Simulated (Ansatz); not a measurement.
I need a rigid scan of one bond angle of CH₅AsNSi, SMILES N=[C][SiH2][AsH2]. Use Ansatz's Python interface. Use (for the species named): r2scan0, def2-SVP basis, multiplicity 2.

| atom | x (Å) | y (Å) | z (Å) |
| --- | --- | --- | --- |
| N | -1.7896 | 0.2460 | -1.0503 |
| C | -0.9770 | -0.7432 | -0.9627 |
| Si | 0.1802 | -0.9188 | 0.4691 |
| As | 1.6612 | 0.8690 | 0.5078 |
| H | -1.8284 | 0.9774 | -0.3253 |
| H | -0.5891 | -0.9482 | 1.7219 |
| H | 0.9377 | -2.1712 | 0.3297 |
| H | 1.8970 | 0.7771 | -1.0353 |
| H | 0.5080 | 1.9119 | 0.3450 |

`bend.py`:
```python
"""Bending curve of CH5AsNSi."""

import ansatz as az
from ase import Atoms

config = {
    "basis": "def2-SVP",
    "functional": "R2SCAN0",
    "fmax": 0.02,
}

atoms = Atoms(["N", "C", "Si", "As", "H", "H", "H", "H", "H"], positions=[
    [-1.7896, 0.246, -1.0503],
    [-0.977, -0.7432, -0.9627],
    [0.1802, -0.9188, 0.4691],
    [1.6612, 0.869, 0.5078],
    [-1.8284, 0.9774, -0.3253],
    [-0.5891, -0.9482, 1.7219],
    [0.9377, -2.1712, 0.3297],
    [1.897, 0.7771, -1.0353],
    [0.508, 1.9119, 0.345],
])

# relax first, so that the scan starts from a minimum
first = (
    az.Crystal.molecule_from_ase(atoms).calculation()
    .basis(gaussian=config["basis"])  # atom-centred Gaussian functions
    .functional(config["functional"])
    .spin("collinear", total=1)
    .relax(force_tolerance=config["fmax"], max_steps=80)  # relax until the tolerances are met
)
atoms.positions = first.run(threads=1).report["positions_ang"]

rows = []
for angle in [90, 100, 110, 120, 135, 150, 165, 179]:
    bent = atoms.copy()
    bent.set_angle(1, 0, 4, angle, indices=[4])
    base = az.Crystal.molecule_from_ase(bent).calculation()
    base = base.basis(gaussian=config["basis"])
    base = base.functional(config["functional"]).spin("collinear", total=1)
    rows.append((angle, base.run(threads=1).report["free_energy_ev"]))
floor = min(e for _, e in rows)
for angle, e in rows:
    print(f"angle C1-N0-H4 = {angle:3d} deg   {1000 * (e - floor):9.1f} meV")
```

```console
$ python bend.py
angle C1-N0-H4 =  90 deg       529.7 meV
angle C1-N0-H4 = 100 deg       219.2 meV
angle C1-N0-H4 = 110 deg        51.2 meV
angle C1-N0-H4 = 120 deg         0.0 meV
angle C1-N0-H4 = 135 deg        82.4 meV
angle C1-N0-H4 = 150 deg       279.7 meV
angle C1-N0-H4 = 165 deg       493.4 meV
angle C1-N0-H4 = 179 deg       598.2 meV
```

Notes:
- The scan is rigid, and the energies are electronic, in a modest basis. The zero is the lowest point of the grid, which needn't be the minimum.
- The run takes the species as open-shell (spin multiplicity 2), which needn't be its ground state.
- Wall time of the script: 5.1 min on 1 thread of Arm Neoverse V2 (shared host), peak memory 0.46 GiB.

(A comment or docstring line of the script was reworded after the run, the code is as it ran.)
